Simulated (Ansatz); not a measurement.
# InGa3N: the cost of one run

Method: DFT PBEsol, scalar-relativistic, plane waves, PAW, in Ansatz 0.2.0.

## (1) Starting point

It takes space group Pm-3m (No. 221, cubic). Conventional cell: a = 4.374 Å, b = 4.374 Å, c = 4.374 Å, α = 90.00°, β = 90.00°, γ = 90.00°. In (site symmetry m-3m) has 12 Ga at 3.09 Å as nearest neighbours. Ga (site symmetry 4/mmm) is surrounded by 2 N at 2.19 Å. N (site symmetry m-3m) is surrounded by 6 Ga at 2.19 Å.

Structure file:

```cif
data_structure
_symmetry_space_group_name_H-M 'P 1'
_symmetry_Int_Tables_number 1
_cell_length_a 4.3740
_cell_length_b 4.3740
_cell_length_c 4.3740
_cell_angle_alpha 90.000
_cell_angle_beta 90.000
_cell_angle_gamma 90.000
_cell_volume 83.68
loop_
_atom_site_label
_atom_site_type_symbol
_atom_site_fract_x
_atom_site_fract_y
_atom_site_fract_z
_atom_site_occupancy
In1 In 0.00000 0.00000 0.00000 1
Ga1 Ga 0.50000 0.50000 0.00000 1
Ga2 Ga 0.00000 0.50000 0.50000 1
Ga3 Ga 0.50000 0.00000 0.50000 1
N1 N 0.50000 0.50000 0.50000 1
```

The cell was made up by rule, so the compound may not exist in this form.

It is the result of an earlier relaxation at this level (volume 16.74 Å³/atom; gap on the mesh: none (metal)).

The cell was built by a swap of Sc by Ga in Sc3InN; it need not be the stable form of this composition.

## (2) Relaxing to 0.001 eV/Å, with the smearing for a metal

Response functions are second derivatives at a minimum, so forces and stress are first brought close to zero on the mesh and occupations that the response runs use.

Input file input.yaml:

```yaml
crystal:
  lattice:
    - [4.3740165711, 0.0, 0.0]
    - [0.0, 4.3740165711, 0.0]
    - [0.0, 0.0, 4.3740165711]
  atoms:
    - { symbol: In, position: [0.0, 0.0, 0.0] }
    - { symbol: Ga, position: [0.5, 0.5, 0.0] }
    - { symbol: Ga, position: [0.0, 0.5, 0.5] }
    - { symbol: Ga, position: [0.5, 0.0, 0.5] }
    - { symbol: "N", position: [0.5, 0.5, 0.5] }
basis:
  ecutwfc: 420
kpoints:
  mp_grid: { grid: [8, 8, 8] }
hamiltonian:
  xc: pbesol
scf:
  occupations: { method: fermi_dirac, width: 0.15 }
output:
  forces: true
  stress: true
  eigenvalues: true
relax:
  adjacent_minimum: "off"
  f_tol: 0.001
  max_steps: 60
  cell: { stress_tol: 0.01 }
```

The run is started by

```console
> ansatz run input.yaml --threads 2 --pin off --max-ram 6144MiB --backend cpu --events-out ev --progress --plain --runs-dir out
```

Q: Estimate wall time and peak memory on 2 threads of Intel Xeon Platinum 8375C at 2.90GHz (Ice Lake), shared host.

About 12 s, with a peak of 0.49 GiB.
